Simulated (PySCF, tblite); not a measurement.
**C₄F₃N₃S: geometry, infrared bands and NMR shifts**

Aim: predict the infrared bands and NMR shifts of C₄F₃N₃S (`N#Cc1nnc(C(F)(F)F)s1`).

Programs: tblite 0.8.0 and PySCF 2.14.0, with density-fitted response routines of our own. Each step states its level of theory. These are calculated values for one molecule in the gas phase, unless marked as measured. Atoms are numbered from 0 throughout.

**1. The molecule as given**

11 atoms, charge 0, multiplicity 1; geometry from: force field or distance geometry start.

Bonds of the start (Å): N0–C1 1.17, C1–C2 1.41, C2–N3 1.32, N3–N4 1.38, N4–C5 1.32, C5–C6 1.49, C6–F7 1.35, C6–F8 1.36, C6–F9 1.35, C5–S10 1.73, S10–C2 1.73.

**2. Optimising the geometry with GFN2-xTB**

The job: settings as JSON, then the geometry in Å.

```
{"job": {"kind": "relax", "xc": "GFN2-xTB", "basis": "xTB"}, "charge": 0, "multiplicity": 1}
N      4.269400     0.220300     0.250700
C      3.115400     0.047700     0.112800
C      1.721000    -0.150100    -0.015800
N      1.195900    -1.200500    -0.612500
N     -0.184800    -1.180400    -0.619900
C     -0.680500    -0.094000    -0.060800
C     -2.119800     0.255400     0.082800
F     -2.939500    -0.683700    -0.437800
F     -2.476100     0.391700     1.391800
F     -2.430900     1.425100    -0.524800
S      0.535300     0.971100     0.547200
```

Started as:

```sh
$ OMP_NUM_THREADS=1 python probes_run.py task.json out
```

One launch serves the whole session: the jobs run in the order shown.

**Question.** This job is followed by: GFN2-xTB harmonic vibrations, gas phase; GIAO PBE0/pcSseg-1 NMR shielding, non-relativistic, gas phase. Predict these results of the whole session: strongest single infrared mode (GFN2-xTB); zero-point energy (GFN2-xTB); ¹³C shifts against TMS (PBE0/pcSseg-1); ¹⁵N shifts against NH3 (PBE0/pcSseg-1); ¹⁹F shifts against CFCl3 (PBE0/pcSseg-1, means over atoms taken as alike); ³³S shifts against CS2 (PBE0/pcSseg-1).

The runs gave:

| quantity | value |
| --- | --- |
| strongest single infrared mode (GFN2-xTB) | 1044 cm⁻¹, 292 km/mol |
| zero-point energy (GFN2-xTB) | 27.7 kcal/mol |
| ¹³C shifts against TMS (PBE0/pcSseg-1) | 165.6, 147.7, 128.6, 115.5 ppm |
| ¹⁵N shifts against NH3 (PBE0/pcSseg-1) | 430.5, 413.6, 344.9 ppm |
| ¹⁹F shifts against CFCl3 (PBE0/pcSseg-1, means over atoms taken as alike) | -69.0 ppm |
| ³³S shifts against CS2 (PBE0/pcSseg-1) | 355 ppm |

What this shows: Over 31 steps the energy fell by 0.288 eV; of the close pairs, N3–N4 changed most, 1.381 to 1.302 Å. No mode is imaginary among the 27: a minimum at this level. The strongest single mode, at 1044 cm⁻¹, moves mainly C6. GFN2-xTB is a fitted tight-binding method: band positions and strengths are rough. Its intensities can rank the bands wrongly. At PBE0/pcSseg-1: Shielding is most anisotropic at N3 (span 686 ppm, paramagnetic term -485 ppm). NICS(1)zz of -29 ppm above the planar ring from C2 marks a diatropic (aromatic) ring current.
